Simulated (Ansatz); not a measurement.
**Si₂N₂H₈: up Jacob's ladder to CCSD(T)**

The task here is to estimate one member of a computed series from the others.

Computed with Ansatz 0.2.0, Gaussian basis. Level: functionals in def2-TZVPP, the program's frozen cores in correlated methods.

Levels to be run: LDA (SPW92), PBE-D4, revPBE-D4, BLYP-D4, r2SCAN-D4, B97M-V, PBE0-D4, B3LYP-D4, r2SCANh-D4, r2SCAN0-D4, HSE06-D4, BHLYP-D4, CAM-B3LYP-D4, LC-ωPBE, ωB97X-V, ωB97M-V, B2PLYP, PBE-QIDH; CCSD(T)/def2-SVP; CCSD(T)/def2-TZVPP; MP2/def2-QZVPP; extrapolation to the limit; RPA on PBE.

## Structure used throughout

The geometry comes from an earlier relaxation with PBE0-D4 in a triple-zeta def2 set; it is a stationary point, not always the lowest conformer.

SMILES `N[SiH2][SiH2]N`, 12 atoms, charge 0, spin multiplicity 1.

Atoms are counted from 1 here; the program's logs count them from 0.

Bond lengths: N1–Si2 1.729 Å, N1–H5 1.009 Å, N1–H6 1.008 Å, Si2–Si3 2.351 Å, Si2–H7 1.497 Å, Si2–H8 1.490 Å, Si3–N4 1.729 Å, Si3–H9 1.497 Å, Si3–H10 1.490 Å, N4–H11 1.009 Å, N4–H12 1.008 Å. Angles: Si2–N1–H5 117.6°, Si2–N1–H6 120.2°, H5–N1–H6 110.8°, N1–Si2–Si3 104.4°, N1–Si2–H7 115.8°, N1–Si2–H8 107.8°, Si3–Si2–H7 110.7°, Si3–Si2–H8 112.5°, H7–Si2–H8 105.8°, Si2–Si3–N4 104.4°, Si2–Si3–H9 110.7°, Si2–Si3–H10 112.5°, N4–Si3–H9 115.8°, N4–Si3–H10 107.8°, H9–Si3–H10 105.8°, Si3–N4–H11 117.6°, Si3–N4–H12 120.2°, H11–N4–H12 110.8°.

Set-up of the first run:

The input, in.yaml:

```yaml
crystal:
  periodic: [false, false, false]
  atoms:
    - {symbol: N, position_ang: [-1.097907, 1.361214, -0.600746]}
    - {symbol: Si, position_ang: [0.237458, 1.274827, 0.494879]}
    - {symbol: Si, position_ang: [0.906446, -0.977561, 0.422649]}
    - {symbol: N, position_ang: [-0.305619, -1.754397, -0.535708]}
    - {symbol: H, position_ang: [-1.011246, 0.880178, -1.482993]}
    - {symbol: H, position_ang: [-1.608721, 2.223257, -0.711059]}
    - {symbol: H, position_ang: [1.390838, 2.179413, 0.189661]}
    - {symbol: H, position_ang: [-0.252055, 1.681338, 1.841789]}
    - {symbol: H, position_ang: [1.090197, -1.519534, 1.806200]}
    - {symbol: H, position_ang: [2.216061, -1.161904, -0.262894]}
    - {symbol: H, position_ang: [-1.268419, -1.510557, -0.360127]}
    - {symbol: H, position_ang: [-0.219834, -2.731676, -0.767650]}
basis:
  gaussian: {orbitals: def2-TZVPP}
hamiltonian: {xc: lda}
output: {orbitals: {seedname: orbitals}}
```

Among the steps run: LDA; PBE-D4 (GGA); revPBE-D4 (GGA); BLYP-D4 (GGA); r2SCAN-D4 (meta-GGA); B97M-V (meta-GGA); PBE0-D4 (hybrid); B3LYP-D4 (hybrid); r2SCANh-D4 (hybrid); r2SCAN0-D4 (hybrid); HSE06-D4 (hybrid); BHLYP-D4 (hybrid); CAM-B3LYP-D4 (range-separated); LC-ωPBE-D4 (range-separated; the results give it without D4); ωB97X-V (range-separated); ωB97M-V (range-separated); B2PLYP (double hybrid); PBE-QIDH (double hybrid).

One of the session's tables, all rows but one given; the rest of the session is left out.

It belongs to the step «Frontier levels by functional». 

| functional | HOMO (eV) | gap (eV) |
| --- | --- | --- |
| LDA (SPW92) | -5.96 | 4.64 |
| PBE-D4 | -5.86 | 4.74 |
| revPBE-D4 | -5.81 | 4.80 |
| BLYP-D4 | -5.75 | 4.76 |
| r2SCAN-D4 | -6.15 | 5.40 |
| B97M-V | -6.29 | 5.27 |
| PBE0-D4 | -7.19 | 6.90 |
| B3LYP-D4 | -6.98 | 6.48 |
| r2SCANh-D4 | -6.64 | 6.18 |
| r2SCAN0-D4 | -7.38 | 7.32 |
| HSE06-D4 | -6.78 | 6.13 |
| BHLYP-D4 | -8.42 | 8.95 |
| CAM-B3LYP-D4 | ? | ? |
| LC-ωPBE | -9.89 | 11.76 |
| ωB97X-V | -9.57 | 11.25 |
| ωB97M-V | -9.41 | 10.73 |

**Question.** Estimate the row for CAM-B3LYP-D4.

**Answer.** HOMO (eV): -8.56; gap (eV): 9.24. In the column «HOMO (eV)» it lies between ωB97M-V (-9.41) and BHLYP-D4 (-8.42).
